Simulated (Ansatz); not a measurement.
# CH4ClGe+ (SMILES Cl[CH+][GeH3]): functionals against CCSD(T) at one geometry

One table from this session's results is given with a row withheld; the runs are named, their logs left out.

Program: Ansatz 0.2.0, Gaussian basis. Level of theory: single points in def2-TZVPP. These are calculated values, not measurements.

Cores are frozen in the correlated methods. Filled d shells of the heavier atoms are correlated.

### Where the work starts

SMILES `Cl[CH+][GeH3]`, 7 atoms, charge 1, spin multiplicity 1.

Atoms are counted from 1 here; the program's logs count them from 0.

Bond lengths: Cl1–C2 1.707 Å, C2–Ge3 2.070 Å, C2–H4 1.142 Å, Ge3–H5 1.549 Å, Ge3–H6 1.298 Å, Ge3–H7 1.637 Å. Angles: Cl1–C2–Ge3 117.2°, Cl1–C2–H4 118.5°, Ge3–C2–H4 124.2°, C2–Ge3–H5 95.8°, C2–Ge3–H6 113.6°, C2–Ge3–H7 94.4°, H5–Ge3–H6 115.4°, H5–Ge3–H7 107.6°, H6–Ge3–H7 124.5°.

As a file:

```xyz
7

Cl   -1.71520   -1.54100    0.75410
C    -0.28650   -1.03520   -0.03220
Ge    0.12150    0.99420   -0.04110
H     0.34470   -1.81880   -0.57280
H     0.24680    1.12110   -1.57980
H    -0.81090    1.71480    0.50240
H     1.63150    0.82010    0.56700
```

The first run:

Input file run/in.yaml:

```yaml
crystal:
  periodic: [false, false, false]
  atoms:
    - {symbol: Cl, position_ang: [-1.715200, -1.541000, 0.754100]}
    - {symbol: C, position_ang: [-0.286500, -1.035200, -0.032200]}
    - {symbol: Ge, position_ang: [0.121500, 0.994200, -0.041100]}
    - {symbol: H, position_ang: [0.344700, -1.818800, -0.572800]}
    - {symbol: H, position_ang: [0.246800, 1.121100, -1.579800]}
    - {symbol: H, position_ang: [-0.810900, 1.714800, 0.502400]}
    - {symbol: H, position_ang: [1.631500, 0.820100, 0.567000]}
basis:
  gaussian: {orbitals: def2-TZVPP}
total_charge: 1
correlation: {method: ccsd_t}
output: {forces: true}
```

No record of the launch command was kept for these runs.

Steps of the session up to this table: CCSD(T)/def2-TZVPP; PBE0-D4/def2-TZVPP; wB97M-V/def2-TZVPP; r2SCAN-D4/def2-TZVPP; PBE-D4/def2-TZVPP; BLYP-D4/def2-TZVPP; wB97X-V/def2-TZVPP.

One table of the session follows, with a row left open; its other results are not shown here.

| method | RMS force component (eV/Å) | angle to CCSD(T) forces (°) |
| --- | --- | --- |
| CCSD(T) | 2.477 | reference |
| PBE0-D4 | 2.505 | 2.9 |
| wB97M-V | ? | ? |
| r2SCAN-D4 | 2.442 | 3.4 |
| PBE-D4 | 2.419 | 5.4 |
| BLYP-D4 | 2.382 | 5.7 |
| wB97X-V | 2.541 | 2.5 |

**Question.** Estimate the row for wB97M-V.

**Answer.** RMS force component (eV/Å): 2.501; angle to CCSD(T) forces (°): 1.9. In the column «RMS force component (eV/Å)» it lies between CCSD(T) (2.477) and PBE0-D4 (2.505).
